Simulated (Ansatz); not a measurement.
# CaLa2Te4: the cost of one run

Program: Ansatz 0.2.0. Level of theory: DFT PBEsol, scalar-relativistic, plane waves, PAW. These are calculated values, not measurements.

That is the level of the relaxation; later steps name their own.

### Step 1. Starting point

The structure is monoclinic, space group Cc (No. 9). Conventional cell: a = 9.441 Å, b = 13.351 Å, c = 8.176 Å, α = 90.00°, β = 125.26°, γ = 90.00°. Ca (site symmetry 1) has 8 Te at 3.26 to 3.27 Å as nearest neighbours. La (site symmetry 1) has 8 Te at 3.26 to 3.27 Å as nearest neighbours. Te (site symmetry 1) is surrounded by 4 La at 3.26 to 3.27 Å and 2 Ca at 3.27 Å. Te (site symmetry 1) has 2 Ca at 3.26 to 3.27 Å and 4 La at 3.26 to 3.27 Å as nearest neighbours. Around Te (site symmetry 1) lie 2 Ca at 3.26 Å and 4 La at 3.26 to 3.27 Å.

Coordinates:

```
CELL_PARAMETERS angstrom
-4.72039 4.72039 4.72039
4.72039 -4.72039 4.72039
4.72039 4.72039 -4.72039
ATOMIC_POSITIONS crystal
Ca 0.25000 0.62500 0.37500
Ca 0.37500 0.25000 0.62500
La 0.75000 0.87500 0.12500
La 0.12500 0.75000 0.87500
La 0.62500 0.37500 0.25000
La 0.87500 0.12500 0.75000
Te 0.16600 0.16600 0.16600
Te 0.83400 0.50000 0.00000
Te 0.50000 0.00000 0.33400
Te 0.00000 0.83400 0.50000
Te 0.33400 0.50000 0.00000
Te 0.66600 0.66600 0.66600
Te 0.00000 0.33400 0.50000
Te 0.50000 0.00000 0.83400
```

(A quick probe on a coarse mesh, which set the mesh and smearing, is not shown.)

### Step 3. Full relaxation

Contents of input.yaml:

```yaml
crystal:
  lattice:
    - [-4.72038865, 4.72038865, 4.72038865]
    - [4.72038865, -4.72038865, 4.72038865]
    - [4.72038865, 4.72038865, -4.72038865]
  atoms:
    - { symbol: Ca, position: [0.25, 0.625, 0.375] }
    - { symbol: Ca, position: [0.375, 0.25, 0.625] }
    - { symbol: La, position: [0.75, 0.875, 0.125] }
    - { symbol: La, position: [0.125, 0.75, 0.875] }
    - { symbol: La, position: [0.625, 0.375, 0.25] }
    - { symbol: La, position: [0.875, 0.125, 0.75] }
    - { symbol: Te, position: [0.166, 0.166, 0.166] }
    - { symbol: Te, position: [0.834, 0.5, 0.0] }
    - { symbol: Te, position: [0.5, 0.0, 0.334] }
    - { symbol: Te, position: [0.0, 0.834, 0.5] }
    - { symbol: Te, position: [0.334, 0.5, 0.0] }
    - { symbol: Te, position: [0.666, 0.666, 0.666] }
    - { symbol: Te, position: [0.0, 0.334, 0.5] }
    - { symbol: Te, position: [0.5, 0.0, 0.834] }
basis:
  ecutwfc: 420
kpoints:
  mp_grid: { grid: [4, 4, 4] }
hamiltonian:
  xc: pbesol
scf:
  occupations: { method: gaussian, width: 0.02 }
output:
  forces: true
  stress: true
  eigenvalues: true
  write_density: true
  write_potential: true
  elf: true
  volumetric_format: npy
relax:
  adjacent_minimum: "off"
  f_tol: 0.005
  max_steps: 80
  cell: { stress_tol: 0.05 }
```

On the command line:

```sh
> ansatz run input.yaml --threads 4 --pin off --max-ram 10240MiB --backend cpu --events-out ev --progress --plain --runs-dir out
```

What time and memory should one allow on 4 threads of Intel Xeon Platinum 8259CL at 2.50GHz (Skylake/Cascade Lake), shared host?

About 4.2 min, with a peak of 2 GiB.
